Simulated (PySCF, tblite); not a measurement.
# H₄HfO₃S, a small molecule taken as a stand-in for a surface group (hafnium hydroxide): NMR shifts, core binding energies and electronic excitations, part 1 of 2

Wanted: the NMR shifts, core binding energies and electronic excitations for `[OH][Hf]([OH])([OH])[SH]`.

Computed with tblite 0.8.0 and PySCF 2.14.0; each step states its level. No surroundings beyond the atoms listed, unless a continuum is named. Atoms count from 0, parts from 1.

### 1 The system as given

9 atoms, charge 0, multiplicity 1; geometry: distance geometry start.

### 2 Relaxing the cluster with GFN2-xTB

The job: settings as JSON, then the geometry in Å.

```
{"job": {"kind": "relax", "xc": "GFN2-xTB", "basis": "xTB"}, "charge": 0, "multiplicity": 1}
O      1.160551    -1.308026     0.534827
Hf    -0.083844     0.124067    -0.273248
O     -0.499812     1.561264     1.166308
O     -1.825978    -0.765679    -0.917386
S      1.025262     1.152487    -2.139789
H      1.442084    -2.123731     0.112055
H     -1.017975     2.362097     0.983272
H     -2.043648    -1.694654    -0.816035
H      1.531857     0.500406    -3.218304
```

With the program's defaults for keys left out, this is: GFN2-xTB geometry optimisation, gas phase.

The run is started by

```sh
$ OMP_NUM_THREADS=1 python cluster_run.py task.json out
```

This one command runs all jobs of the session in turn.

What it wrote:

```text
step      E/eV     max force
  0    -518.18974    1.892
  1    -518.32542    1.265
  2    -518.56379    1.199
  3    -518.63144    1.036
  4    -518.67951    0.966
  5    -518.72292    0.884
  6    -518.77871    1.030
  7    -518.80557    0.865
  8    -518.83150    0.466
  9    -518.84436    0.542
 10    -518.86364    0.709
 11    -518.92024    0.566
 12    -518.94021    0.534
 13    -518.94835    0.303
 14    -518.95239    0.232
 15    -518.95761    0.221
 16    -518.96314    0.370
 17    -518.97366    0.556
 18    -518.98519    0.575
 19    -518.99845    0.378
 20    -519.00579    0.200
 21    -519.00877    0.209
 22    -519.01485    0.264
 23    -519.02458    0.353
 24    -519.03746    0.613
 25    -519.04665    0.309
 26    -519.04804    0.269
 27    -519.05154    0.253
 28    -519.05309    0.126
 29    -519.05476    0.116
 30    -519.05657    0.148
 31    -519.05723    0.146
 32    -519.05984    0.117
 33    -519.06208    0.166
 34    -519.06617    0.267
 35    -519.07029    0.308
 36    -519.07470    0.248
 37    -519.07776    0.119
 38    -519.07704    0.389
 39    -519.07959    0.088
 40    -519.08004    0.068
 41    -519.08172    0.179
 42    -519.08302    0.240
 43    -519.08476    0.233
 44    -519.08615    0.156
 45    -519.08808    0.122
 46    -519.09154    0.176
 47    -519.09547    0.227
 48    -519.09757    0.257
 49    -519.09915    0.249
 50    -519.10102    0.155
 51    -519.10267    0.185
 52    -519.10613    0.175
 53    -519.10848    0.328
 54    -519.10968    0.270
 55    -519.11162    0.161
 56    -519.11234    0.111
 57    -519.11338    0.133
 58    -519.11433    0.104
 59    -519.11508    0.093
 60    -519.11604    0.097
 61    -519.11765    0.123
 62    -519.11988    0.180
 63    -519.12228    0.237
 64    -519.12322    0.346
 65    -519.12706    0.147
 66    -519.12868    0.054
 67    -519.12948    0.067
 68    -519.13005    0.088
 69    -519.13036    0.061
 70    -519.13100    0.053
 71    -519.13196    0.096
 72    -519.13403    0.102
 73    -519.13667    0.145
 74    -519.13823    0.175
 75    -519.13172    0.421
 76    -519.13998    0.141
 77    -519.14041    0.117
 78    -519.14102    0.068
 79    -519.14153    0.079
 80    -519.14204    0.086
 81    -519.14312    0.098
 82    -519.14431    0.088
 83    -519.14521    0.085
 84    -519.14569    0.084
 85    -519.14622    0.092
 86    -519.14682    0.091
 87    -519.14786    0.096
 88    -519.14932    0.110
 89    -519.15042    0.121
 90    -519.15060    0.126
 91    -519.15150    0.062
 92    -519.15192    0.067
 93    -519.15316    0.064
 94    -519.15374    0.067
 95    -519.15430    0.059
 96    -519.15459    0.072
 97    -519.15481    0.068
 98    -519.15507    0.062
 99    -519.15554    0.065
100    -519.15634    0.082
101    -519.15738    0.097
102    -519.15818    0.064
103    -519.15861    0.046
104    -519.15880    0.061
105    -519.15894    0.055
106    -519.15901    0.029
107    -519.15908    0.025
108    -519.15914    0.030
109    -519.15933    0.041
110    -519.15963    0.053
111    -519.16023    0.058
112    -519.16112    0.048
113    -519.16204    0.057
114    -519.16263    0.063
115    -519.16306    0.091
116    -519.16335    0.038
117    -519.16356    0.050
118    -519.16377    0.062
119    -519.16383    0.038
120    -519.16391    0.020
121    -519.16395    0.026
122    -519.16398    0.020
123    -519.16402    0.030
124    -519.16409    0.035
125    -519.16421    0.045
126    -519.16444    0.071
127    -519.16479    0.101
128    -519.16515    0.094
129    -519.16539    0.055
130    -519.16552    0.023
131    -519.16555    0.013
132    -519.16558    0.008
133    -519.16558    0.016
134    -519.16559    0.011
135    -519.16559    0.004
```

Wall time 1.7 s (1 thread of Arm Neoverse N1, shared host).

The steps of the relaxation:

```
step  energy from step 0 (eV)  largest force (eV/Å)
   0                   0.0000                1.8918
   5                  -0.5332                0.8834
  10                  -0.6739                0.7085
  15                  -0.7679                0.2208
  20                  -0.8161                0.1996
  25                  -0.8569                0.3092
  30                  -0.8668                0.1481
  35                  -0.8805                0.3077
  40                  -0.8903                0.0680
  45                  -0.8983                0.1214
  50                  -0.9113                0.1555
  55                  -0.9219                0.1607
  60                  -0.9263                0.0969
  65                  -0.9373                0.1468
  70                  -0.9413                0.0535
  75                  -0.9420                0.4204
  80                  -0.9523                0.0861
  85                  -0.9565                0.0926
  90                  -0.9609                0.1254
  95                  -0.9646                0.0595
 100                  -0.9666                0.0821
 105                  -0.9692                0.0552
 110                  -0.9699                0.0529
 115                  -0.9733                0.0916
 120                  -0.9742                0.0204
 125                  -0.9745                0.0452
 130                  -0.9758                0.0233
 135                  -0.9758                0.0041
```

Distances of close pairs at the start and the end, largest changes first:

```
  bond  before (Å)  after (Å)  change (Å)
Hf1–H7       2.728      2.410      -0.318
Hf1–H5       2.744      2.433      -0.311
Hf1–H6       2.731      2.445      -0.286
Hf1–O2       2.076      1.867      -0.209
O0–Hf1       2.062      1.868      -0.194
Hf1–O3       2.060      1.872      -0.188
 S4–H8       1.358      1.333      -0.025
Hf1–S4       2.402      2.422      +0.020
```

### 3 Optimising the geometry at PBE0-D3(BJ)/def2-SVP

The job: settings as JSON, then the geometry in Å.

```
{"job": {"xc": "PBE0", "basis": "def2-SVP", "d3": "d3bj", "grid": 2, "kind": "geom", "shake": 0.01}, "charge": 0, "multiplicity": 1}
O      1.351811    -1.141765     0.347883
Hf    -0.137685    -0.022822    -0.037668
O     -0.827358     1.189936     1.207067
O     -1.482106    -1.255805    -0.270962
S      0.799792     1.495467    -1.683629
H      1.098707    -2.014880     0.586341
H     -0.536921     2.110637     1.090549
H     -2.161768    -1.198708     0.425882
H      1.939776     0.814793    -1.674013
```

What it wrote:

```text
step   0  E = -673.80724425  max force = 0.066286
step   1  E = -673.82659365  max force = 0.016142
step   2  E = -673.83012374  max force = 0.006835
step   3  E = -673.83606647  max force = 0.016050
step   4  E = -673.84061137  max force = 0.016919
step   5  E = -673.84291115  max force = 0.008661
step   6  E = -673.84462869  max force = 0.006884
step   7  E = -673.84603641  max force = 0.006495
step   8  E = -673.84690657  max force = 0.003232
step   9  E = -673.84733116  max force = 0.002037
step  10  E = -673.84756329  max force = 0.002633
step  11  E = -673.84762164  max force = 0.001801
step  12  E = -673.84769794  max force = 0.001159
step  13  E = -673.84776769  max force = 0.001418
step  14  E = -673.84784811  max force = 0.003858
step  15  E = -673.84796518  max force = 0.001703
step  16  E = -673.84812728  max force = 0.001368
step  17  E = -673.84825979  max force = 0.001629
step  18  E = -673.84835777  max force = 0.000932
step  19  E = -673.84838050  max force = 0.000652
step  20  E = -673.84839601  max force = 0.000576
step  21  E = -673.84841160  max force = 0.000830
step  22  E = -673.84842908  max force = 0.000881
step  23  E = -673.84844257  max force = 0.000516
step  24  E = -673.84845047  max force = 0.000243
optimisation converged
```

It took 5.5 min on 1 thread of Arm Neoverse N1, shared host; peak memory 0.56 GiB.

Along the way:

```
step  energy from step 0 (eV)  largest force component (eV/Å)
   0                   0.0000                          3.4086
   1                  -0.5265                          0.8301
   2                  -0.6226                          0.3515
   3                  -0.7843                          0.8253
   4                  -0.9080                          0.8700
   5                  -0.9705                          0.4454
   6                  -1.0173                          0.3540
   7                  -1.0556                          0.3340
   8                  -1.0793                          0.1662
   9                  -1.0908                          0.1047
  10                  -1.0971                          0.1354
  11                  -1.0987                          0.0926
  12                  -1.1008                          0.0596
  13                  -1.1027                          0.0729
  14                  -1.1049                          0.1984
  15                  -1.1081                          0.0876
  16                  -1.1125                          0.0703
  17                  -1.1161                          0.0838
  18                  -1.1188                          0.0479
  19                  -1.1194                          0.0335
  20                  -1.1198                          0.0296
  21                  -1.1202                          0.0427
  22                  -1.1207                          0.0453
  23                  -1.1211                          0.0265
  24                  -1.1213                          0.0125
```

Distances of close pairs at the start and the end, largest changes first:

```
  bond  before (Å)  after (Å)  change (Å)
Hf1–H7       2.386      2.864      +0.478
Hf1–H5       2.426      2.874      +0.448
Hf1–H6       2.446      2.874      +0.428
Hf1–O3       1.839      1.918      +0.079
Hf1–O2       1.870      1.921      +0.052
Hf1–S4       2.428      2.478      +0.051
 S4–H8       1.328      1.353      +0.026
 O3–H7       0.975      0.955      -0.020
```

The final coordinates are the input of the step that follows.

```
                         at the end point                value
rotational constants (GHz, main isotopes)  2.734, 1.679, 1.644
                        dipole moment (D)                 3.55
```

### 4 Shielding tensors: PBE0/def2-SVP+pcSseg-1

The job: settings as JSON, then the geometry in Å.

```
{"job": {"kind": "nmr", "xc": "PBE0", "basis": {"default": "pcSseg-1", "Hf": "def2-SVP"}}, "charge": 0, "multiplicity": 1}
O      1.177790    -1.251065     0.754780
Hf    -0.132237    -0.082300    -0.023555
O     -0.419657     1.405919     1.157222
O     -1.749224    -1.010033    -0.475520
S      0.733433     0.776775    -2.180876
H      1.806212    -1.857243     1.139013
H     -0.604703     2.113135     1.770123
H     -2.565235    -1.500477    -0.545395
H      1.797813     1.382227    -1.604362
```

With the program's defaults for keys left out, this is: GIAO PBE0/pcSseg-1 Hf:def2-SVP NMR shielding, scalar relativity only through core potentials, gas phase.

What it wrote:

```text
coarse grid: 40584 points
cycle   1  E = -673.6759665796  dE = -1.231e+01  |g| = 1.408e+00  |ddm| = 7.709e+00
cycle   2  E = -673.2833839789  dE =  3.926e-01  |g| = 2.015e+00  |ddm| = 2.616e+00
cycle   3  E = -674.0827094619  dE = -7.993e-01  |g| = 2.797e-01  |ddm| = 1.528e+00
cycle   4  E = -674.0978881609  dE = -1.518e-02  |g| = 1.082e-01  |ddm| = 3.359e-01
cycle   5  E = -674.1008110739  dE = -2.923e-03  |g| = 2.492e-02  |ddm| = 1.206e-01
cycle   6  E = -674.1009792741  dE = -1.682e-04  |g| = 3.410e-03  |ddm| = 3.245e-02
cycle   7  E = -674.1009815141  dE = -2.240e-06  |g| = 2.027e-03  |ddm| = 4.618e-03
final grid: 82232 points
cycle   8  E = -674.1009777373  dE =  1.489e-06  |g| = 3.585e-03  |ddm| = 3.330e-03
cycle   9  E = -674.1009721422  dE =  5.595e-06  |g| = 6.625e-03  |ddm| = 5.474e-03
cycle  10  E = -674.1009801023  dE = -7.960e-06  |g| = 1.686e-04  |ddm| = 3.476e-03
cycle  11  E = -674.1009801099  dE = -7.665e-09  |g| = 1.714e-05  |ddm| = 1.931e-04
cycle  12  E = -674.1009801100  dE = -6.901e-11  |g| = 7.089e-06  |ddm| = 2.246e-05
converged SCF energy = -674.1009801100

GIAO shielding tensors (ppm)
atom      isotropic    diamagn.    paramagn.     s11        s22        s33       span
  0 O      166.869     390.972    -224.103     56.982    118.973    324.653    267.671
  1 Hf         nan         nan         nan        nan        nan        nan        nan
  2 O      165.475     390.988    -225.513     54.613    115.524    326.288    271.674
  3 O      152.897     390.915    -238.019     19.503    103.929    335.257    315.754
  4 S      596.130    1058.533    -462.403    393.659    630.866    763.865    370.205
  5 H       28.845      30.816      -1.971     21.742     22.021     42.772     21.031
  6 H       28.792      30.820      -2.028     21.646     21.932     42.798     21.152
  7 H       28.495      30.539      -2.044     21.196     21.667     42.620     21.424
  8 H       29.891      29.901      -0.010     24.814     27.631     37.227     12.413
```

Wall time 26 s (1 thread of Arm Neoverse N1, shared host); peak memory 0.66 GiB.

The references, computed at this level on geometries of the same kind, shield at (ppm): 1H TMS 31.27, 17O H2O 334.6, 33S CS2 496. Their shielding less the atom's gives the shift. The references are single molecules in the gas phase, so shifts against H2O, NH3, PH3, H3PO4 or CFCl3 are not on the usual liquid scales and can be off by tens of ppm. Atoms listed in one row are averaged.

```
 atoms                         environment  σ (ppm)  δ (ppm)
    H7  hydrogen on an oxygen bonded to Hf    28.49     2.77
H5, H6  hydrogen on an oxygen bonded to Hf    28.82     2.45
    H8   hydrogen on a sulfur bonded to Hf    29.89     1.38
    O3              oxygen bonded to Hf, H    152.9    181.7
    O2              oxygen bonded to Hf, H    165.5    169.1
    O0              oxygen bonded to Hf, H    166.9    167.7
    S4              sulfur bonded to Hf, H      596     -100
```

Atoms past Kr carry core potentials, so their printed shieldings have no meaning and are left out of the table.

Charges from the same density, by scheme (e):

```
atoms  Mulliken  ESP fit
   O0     -0.58    -0.81
  Hf1      1.36     1.30
   O2     -0.58    -0.81
   O3     -0.57    -0.66
   S4     -0.51    -0.55
```

Mayer bond orders: O0–Hf1 1.05, Hf1–O2 1.05, Hf1–O3 1.07, Hf1–S4 1.00.

With diffuse functions Mulliken charges and Mayer bond orders lose their meaning; the other schemes are steadier.

Orbitals, density, ELF and potential are computed afterwards from the orbital file.

Frontier orbitals at PBE0/def2-SVP+pcSseg-1, with the share of their density that lies nearest to each atom:

```
orbital  energy (eV)                                       lies on
   HOMO        -6.96                              S4 81 %; H8 10 %
   LUMO        -0.09  O0, O2, O3 about 13 % each; H8 13 %; S4 11 %
```

ELF in a plane through or near 3 of the atoms.

Ten even steps from '0' (0.00) to '9' (0.99):
```
0000000000000000000000000000
0000000000000000000000000000
0000000000000000000000000000
0000000000000000000000000000
0000000000000000000000000000
0000000000000000000000000000
0000000001000000000000000000
0000000012432000155310000000
0000038864664110288777720000
0000189997674231285799860000
0000199997675221288789850000
0000059985675110178644400000
0000001112443000034310000000
0000000001100000000000000000
0000000000000000000000000000
0000000000000000000000000000
0000000000000000000000000000
0000000000000000000000000000
0000000000000000000000000000
0000000000000000000000000000
```
The map spans 10.9 Å across and 9.9 Å up, centred on the molecule. Atoms in the plane (x, y in Å): O3 (1.9, 0.1), H7 (2.9, 0.1), H8 (-2.5, -0.1).

On the surface of density 0.002 e/bohr³ the electrostatic potential runs, from the 1st to the 99th percentile, from -1.35 V near S4 to 2.47 V near H7.

(Continued in part 2 of 2.)
